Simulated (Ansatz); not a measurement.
# Cl₃H₅OSi₂: a reaction path by the nudged elastic band

What path joins these two structures, and how high does it climb? Both ends were relaxed at PBE0-D4 in triple zeta.

Computed with Ansatz 0.2.0, Gaussian basis. Level: PBE0-D4/def2-SVP.

23 further runs of the same task are left out: 1 that didn't finish, 22 set aside as unsound or not needed.

## 1. Where the work starts

The first end: 11 atoms, charge 0, spin multiplicity 1.

Atoms are counted from 1 here; the program's logs count them from 0.

Bond lengths: Si1–Si2 2.340 Å, Si1–Cl3 2.048 Å, Si1–Cl4 2.057 Å, Si1–Cl5 2.057 Å, Si2–H8 1.480 Å, Si2–H9 1.489 Å, Si2–H10 1.480 Å, H6–O7 0.962 Å, O7–H11 0.962 Å. Angles: Si2–Si1–Cl3 110.7°, Si2–Si1–Cl4 112.9°, Si2–Si1–Cl5 112.9°, Cl3–Si1–Cl4 106.3°, Cl3–Si1–Cl5 106.3°, Cl4–Si1–Cl5 107.4°, Si1–Si2–H8 109.8°, Si1–Si2–H9 106.1°, Si1–Si2–H10 109.8°, H8–Si2–H9 109.1°, H8–Si2–H10 112.7°, H9–Si2–H10 109.1°, H6–O7–H11 105.2°.

Geometry (Å):

```xyz
11

Si   -1.2422    0.3376   -0.2769
Si    0.1337   -1.4711    0.2820
Cl   -3.1831   -0.2728   -0.5117
Cl   -1.2687    1.7993    1.1703
Cl   -0.7033    1.2364   -2.0472
H     1.5457    1.6339    0.7712
O     1.7924    0.9463    0.1460
H     0.7336   -1.2504    1.6174
H    -0.7558   -2.6635    0.3378
H     1.1502   -1.6728   -0.7752
H     1.7978    1.3770   -0.7137
```

The second end:

```xyz
11

Si   -0.79144    1.60792   -0.86763
Si    0.62837   -2.09644    1.00520
Cl   -1.30632   -0.18147   -1.64678
Cl   -1.28829    1.67912    1.09999
Cl   -1.80889    3.08482   -1.81960
H     1.27267   -0.78865    0.72671
O     0.80353    1.76051   -1.07791
H     1.39580   -2.80656    2.06144
H    -0.76352   -1.87793    1.47175
H     0.61799   -2.91912   -0.23063
H     1.24021    2.53769   -0.72255
```

## 2. The band at PBE0-D4/def2-SVP

Input file neb/in.yaml:

```yaml
crystal:
  periodic: [false, false, false]
  atoms:
    - {symbol: Si, position_ang: [-1.242229, 0.337561, -0.276915]}
    - {symbol: Si, position_ang: [0.133680, -1.471106, 0.282042]}
    - {symbol: Cl, position_ang: [-3.183134, -0.272815, -0.511687]}
    - {symbol: Cl, position_ang: [-1.268698, 1.799297, 1.170316]}
    - {symbol: Cl, position_ang: [-0.703260, 1.236408, -2.047249]}
    - {symbol: H, position_ang: [1.545668, 1.633902, 0.771193]}
    - {symbol: O, position_ang: [1.792367, 0.946329, 0.145986]}
    - {symbol: H, position_ang: [0.733597, -1.250392, 1.617369]}
    - {symbol: H, position_ang: [-0.755831, -2.663495, 0.337821]}
    - {symbol: H, position_ang: [1.150159, -1.672833, -0.775211]}
    - {symbol: H, position_ang: [1.797778, 1.377044, -0.713665]}
basis:
  gaussian: {orbitals: def2-SVP}
hamiltonian: {xc: pbe0, dispersion: d4}
neb:
  images: 5
  climbing: true
  max_iterations: 40
  initial_path: idpp
  final_atoms:
    - {symbol: Si, position_ang: [-0.791444, 1.607919, -0.867626]}
    - {symbol: Si, position_ang: [0.628370, -2.096437, 1.005202]}
    - {symbol: Cl, position_ang: [-1.306317, -0.181466, -1.646779]}
    - {symbol: Cl, position_ang: [-1.288295, 1.679120, 1.099990]}
    - {symbol: Cl, position_ang: [-1.808891, 3.084821, -1.819605]}
    - {symbol: H, position_ang: [1.272673, -0.788649, 0.726707]}
    - {symbol: O, position_ang: [0.803532, 1.760512, -1.077908]}
    - {symbol: H, position_ang: [1.395801, -2.806560, 2.061445]}
    - {symbol: H, position_ang: [-0.763523, -1.877926, 1.471750]}
    - {symbol: H, position_ang: [0.617985, -2.919122, -0.230630]}
    - {symbol: H, position_ang: [1.240209, 2.537688, -0.722546]}
```

On the command line:

```bash
ansatz run in.yaml --threads 4 --pin off --events-out ev --progress --plain --max-ram 66560MiB --backend cpu
```

Log:

```text
Functional definition: PBE0
  name "PBE0"
  cite "Adamo & Barone, J. Chem. Phys. 110, 6158 (1999) doi:10.1063/1.478522"
  cite "Perdew, Burke & Ernzerhof, Phys. Rev. Lett. 77, 3865 (1996) doi:10.1103/PhysRevLett.77.3865"
  parent pbe
  parameter a = 0.25
  parameter kappa = 0.804
  parameter beta = 0.06672455060314922
  exchange = (1 - a)*pbe_x(kappa = kappa, mu = beta*pi^2/3) + a*exact_x
  correlation = pbe_c(beta = beta)
1286 factors; integrals over basis functions are off by at most 3.1e-4 eV
mean field evaluation 1: about -55412.7603 eV, gradient 4.5e1 eV
mean field evaluation 2: about -55408.5540 eV, gradient 6.5e1 eV
mean field evaluation 4: about -55416.3850 eV, gradient 1.0e0 eV
mean field evaluation 8: about -55416.3858 eV, gradient 1.2e-2 eV
mean field -55416.38577852 eV, -2036.5146147852 hartree, gradient 3.8e-5 eV, S^2 0.000000; 0 other end points of the search recorded, 0 dependent functions left out
the calculation of the forces begins
reference -55416.38580617 eV, -2036.5146158015 hartree; 46, 46 occupied and 83, 83 virtual orbitals, 1286 factors
[... from here to the last solve, the lines of the solves are left out (212 solves) ...]
WARN: NEB end point (image 0): max|allowed force component| = 3.406e-1 eV/Å (the criterion of neb.relax_end_points is 1.000e-2). That is over neb.f_tol: it is no minimum, so the barrier can be far off. Relax it first
WARN: NEB end point (image 6): max|allowed force component| = 5.806e-1 eV/Å (the criterion of neb.relax_end_points is 1.000e-2). That is over neb.f_tol: it is no minimum, so the barrier can be far off. Relax it first
NEB iter   1: max|band force component| = 5.801e0 eV/Å  barrier→ = 6.1129 eV  barrier← = 6.7503 eV  Δτ_max = 0.2000 Å  (186 SCF iters)
NEB iter   2: max|band force component| = 5.687e0 eV/Å  barrier→ = 4.4950 eV  barrier← = 5.1324 eV  Δτ_max = 0.2000 Å  (146 SCF iters)
NEB iter   3: max|band force component| = 1.204e1 eV/Å  barrier→ = 3.5618 eV  barrier← = 4.1992 eV  Δτ_max = 0.1027 Å  (142 SCF iters)
NEB iter   4: max|band force component| = 2.250e0 eV/Å  barrier→ = 3.0814 eV  barrier← = 3.7189 eV  Δτ_max = 0.2000 Å  (132 SCF iters)
NEB iter   5: max|band force component| = 3.441e0 eV/Å  barrier→ = 2.5295 eV  barrier← = 3.1669 eV  Δτ_max = 0.1002 Å  (129 SCF iters)
NEB iter   6: max|band force component| = 1.010e0 eV/Å  barrier→ = 2.3218 eV  barrier← = 2.9592 eV  Δτ_max = 0.2000 Å  (121 SCF iters)
NEB iter   7: max|band force component| = 7.764e-1 eV/Å  barrier→ = 1.9045 eV  barrier← = 2.5419 eV  Δτ_max = 0.2000 Å  (125 SCF iters)
NEB iter   8: max|band force component| = 6.869e-1 eV/Å  barrier→ = 1.5165 eV  barrier← = 2.1540 eV  Δτ_max = 0.2000 Å  (130 SCF iters)
NEB iter   9: max|band force component| = 1.059e0 eV/Å  barrier→ = 1.3038 eV  barrier← = 1.9412 eV  CI = image 3  Δτ_max = 0.1933 Å  (131 SCF iters)
NEB iter  10: max|band force component| = 9.237e-1 eV/Å  barrier→ = 1.2340 eV  barrier← = 1.8714 eV  CI = image 3  Δτ_max = 0.2000 Å  (125 SCF iters)
NEB iter  11: max|band force component| = 1.738e0 eV/Å  barrier→ = 1.6097 eV  barrier← = 2.2471 eV  CI = image 3  Δτ_max = 0.1992 Å  (123 SCF iters)
NEB iter  12: max|band force component| = 1.933e0 eV/Å  barrier→ = 2.1444 eV  barrier← = 2.7818 eV  CI = image 3  Δτ_max = 0.2000 Å  (130 SCF iters)
NEB iter  13: max|band force component| = 1.562e0 eV/Å  barrier→ = 2.2188 eV  barrier← = 2.8562 eV  CI = image 3  Δτ_max = 0.1271 Å  (132 SCF iters)
NEB iter  14: max|band force component| = 7.288e-1 eV/Å  barrier→ = 2.0958 eV  barrier← = 2.7332 eV  CI = image 3  Δτ_max = 0.1065 Å  (128 SCF iters)
NEB iter  15: max|band force component| = 5.674e-1 eV/Å  barrier→ = 2.0760 eV  barrier← = 2.7134 eV  CI = image 3  Δτ_max = 0.1093 Å  (123 SCF iters)
NEB iter  16: max|band force component| = 3.565e-1 eV/Å  barrier→ = 2.0471 eV  barrier← = 2.6845 eV  CI = image 3  Δτ_max = 0.0802 Å  (123 SCF iters)
NEB iter  17: max|band force component| = 1.288e-1 eV/Å  barrier→ = 2.0346 eV  barrier← = 2.6720 eV  CI = image 3  Δτ_max = 0.0968 Å  (124 SCF iters)
NEB iter  18: max|band force component| = 1.998e-1 eV/Å  barrier→ = 2.0202 eV  barrier← = 2.6576 eV  CI = image 3  Δτ_max = 0.0488 Å  (126 SCF iters)
NEB iter  19: max|band force component| = 1.863e-1 eV/Å  barrier→ = 2.0127 eV  barrier← = 2.6501 eV  CI = image 3  Δτ_max = 0.0488 Å  (118 SCF iters)
NEB iter  20: max|band force component| = 1.738e-1 eV/Å  barrier→ = 2.0058 eV  barrier← = 2.6432 eV  CI = image 3  Δτ_max = 0.0488 Å  (115 SCF iters)
NEB iter  21: max|band force component| = 1.340e-1 eV/Å  barrier→ = 1.9986 eV  barrier← = 2.6360 eV  CI = image 3  Δτ_max = 0.0488 Å  (117 SCF iters)
NEB iter  22: max|band force component| = 8.927e-2 eV/Å  barrier→ = 1.9918 eV  barrier← = 2.6292 eV  CI = image 3  Δτ_max = 0.0489 Å  (116 SCF iters)
NEB iter  23: max|band force component| = 1.014e-1 eV/Å  barrier→ = 1.9850 eV  barrier← = 2.6225 eV  CI = image 3  Δτ_max = 0.0244 Å  (116 SCF iters)
NEB iter  24: max|band force component| = 6.865e-2 eV/Å  barrier→ = 1.9819 eV  barrier← = 2.6193 eV  CI = image 3  Δτ_max = 0.0244 Å  (117 SCF iters)
NEB iter  25: max|band force component| = 7.552e-2 eV/Å  barrier→ = 1.9788 eV  barrier← = 2.6162 eV  CI = image 3  Δτ_max = 0.0244 Å  (118 SCF iters)
NEB iter  26: max|band force component| = 8.401e-2 eV/Å  barrier→ = 1.9758 eV  barrier← = 2.6132 eV  CI = image 3  Δτ_max = 0.0244 Å  (116 SCF iters)
NEB iter  27: max|band force component| = 8.608e-2 eV/Å  barrier→ = 1.9730 eV  barrier← = 2.6104 eV  CI = image 3  Δτ_max = 0.0244 Å  (116 SCF iters)
NEB iter  28: max|band force component| = 8.765e-2 eV/Å  barrier→ = 1.9703 eV  barrier← = 2.6077 eV  CI = image 3  Δτ_max = 0.0487 Å  (115 SCF iters)
NEB iter  29: max|band force component| = 7.863e-2 eV/Å  barrier→ = 1.9654 eV  barrier← = 2.6029 eV  CI = image 3  Δτ_max = 0.0974 Å  (115 SCF iters)
NEB iter  30: max|band force component| = 9.894e-2 eV/Å  barrier→ = 1.9597 eV  barrier← = 2.5972 eV  CI = image 3  Δτ_max = 0.0488 Å  (117 SCF iters)
NEB iter  31: max|band force component| = 1.029e-1 eV/Å  barrier→ = 1.9570 eV  barrier← = 2.5945 eV  CI = image 3  Δτ_max = 0.0244 Å  (115 SCF iters)
NEB iter  32: max|band force component| = 1.086e-1 eV/Å  barrier→ = 1.9556 eV  barrier← = 2.5931 eV  CI = image 3  Δτ_max = 0.0122 Å  (117 SCF iters)
NEB iter  33: max|band force component| = 9.939e-2 eV/Å  barrier→ = 1.9552 eV  barrier← = 2.5927 eV  CI = image 3  Δτ_max = 0.0122 Å  (114 SCF iters)
NEB iter  34: max|band force component| = 6.935e-2 eV/Å  barrier→ = 1.9549 eV  barrier← = 2.5923 eV  CI = image 3  Δτ_max = 0.0122 Å  (115 SCF iters)
1287 factors; integrals over basis functions are off by at most 7.7e-4 eV
mean field -55416.04263985 eV, -2036.5020046716 hartree, gradient 1.3e-6 eV, S^2 0.000000; 0 other end points of the search recorded, 0 dependent functions left out
the calculation of the forces begins
reference -55416.04266745 eV, -2036.5020056859 hartree; 46, 46 occupied and 83, 83 virtual orbitals, 1287 factors
NEB iter  35: max|band force component| = 4.852e-2 eV/Å  barrier→ = 1.9546 eV  barrier← = 2.5920 eV  CI = image 3  CI's point: of a kind that is not told: the force calls were inconclusive, a negative curvature could not be distinguished from the path's own, the only one lies far off the path, or fixed occupations may fill a level only in part  Δτ_max = 0.0000 Å  (881 SCF iters)
Total energy: -55414.79024712 eV, -2036.4559800878 hartree
Atom 0 at    -0.624681     0.681778    -0.646383 Å, force     0.000303     0.002758    -0.011603 eV/Å
Atom 1 at     0.213837    -1.275454     1.001323 Å, force     0.005460     0.003916     0.012376 eV/Å
Atom 2 at    -1.668246    -0.834731    -1.593207 Å, force     0.002507     0.005941     0.002840 eV/Å
Atom 3 at    -1.464664     1.586419     1.015952 Å, force    -0.000359    -0.002412     0.001034 eV/Å
Atom 4 at    -0.949789     2.216484    -2.047450 Å, force     0.001633     0.000337     0.006244 eV/Å
Atom 5 at     1.134071     0.116262     0.052770 Å, force     0.007608     0.012752    -0.017093 eV/Å
Atom 6 at     1.159619     0.853734    -0.823135 Å, force    -0.017294    -0.012820     0.010875 eV/Å
Atom 7 at     1.075734    -1.041535     2.212420 Å, force    -0.006424     0.002306    -0.002825 eV/Å
Atom 8 at    -1.177923    -1.495400     1.489639 Å, force    -0.002299    -0.003131    -0.002357 eV/Å
Atom 9 at     0.694411    -2.516114     0.315592 Å, force     0.004266    -0.005357     0.000084 eV/Å
Atom 10 at     1.607727     1.708457    -0.977521 Å, force     0.004598    -0.004289     0.000427 eV/Å
Dipole moment:     0.639221     0.227832     0.018833 e Å
```

It took 6.6 min on 4 threads of AMD EPYC 7R13, shared host.

The last band:

```csv
image,path (Å),energy (kJ/mol),Si1–O7 (Å),Si2–H6 (Å),Si1–Si2 (Å),H6–O7 (Å)
0,0.00,0.0,3.12,3.45,2.34,0.96
1,1.51,9.9,3.04,3.21,2.33,0.96
2,3.01,67.0,2.33,2.71,2.36,0.96
3,4.52,188.6,1.80,1.92,2.69,1.15
4,5.57,-11.8,1.65,1.49,3.38,1.91
5,6.63,-60.1,1.63,1.49,3.99,2.54
6,7.68,-61.5,1.62,1.48,4.39,3.16
```

The highest image, 3:

```
Si   -0.62468    0.68178   -0.64638
Si    0.21384   -1.27545    1.00132
Cl   -1.66825   -0.83473   -1.59321
Cl   -1.46466    1.58642    1.01595
Cl   -0.94979    2.21648   -2.04745
H     1.13407    0.11626    0.05277
O     1.15962    0.85373   -0.82313
H     1.07573   -1.04154    2.21242
H    -1.17792   -1.49540    1.48964
H     0.69441   -2.51611    0.31559
H     1.60773    1.70846   -0.97752
```

## 3. Outcome

```
                                                                       quantity                                                  value
                                                PBE0-D4/def2-SVP, 35 iterations  highest 188.6 kJ/mol (image 3), last end -61.5 kJ/mol
from earlier runs: barrier over the separately found saddle, CCSD(T)/def2-TZVPP                                           201.9 kJ/mol
```

In words: The highest image lies 188.6 kJ/mol above the first end, and it climbed, so it estimates the saddle. The ends are not quite minima at this level (largest force component 0.58 eV/Å), so the heights are unreliable: relaxing the first end would lower it and raise the barrier above it. The highest image is 13.3 kJ/mol below the CCSD(T) barrier in triple zeta, which comes from separate runs on the saddle.
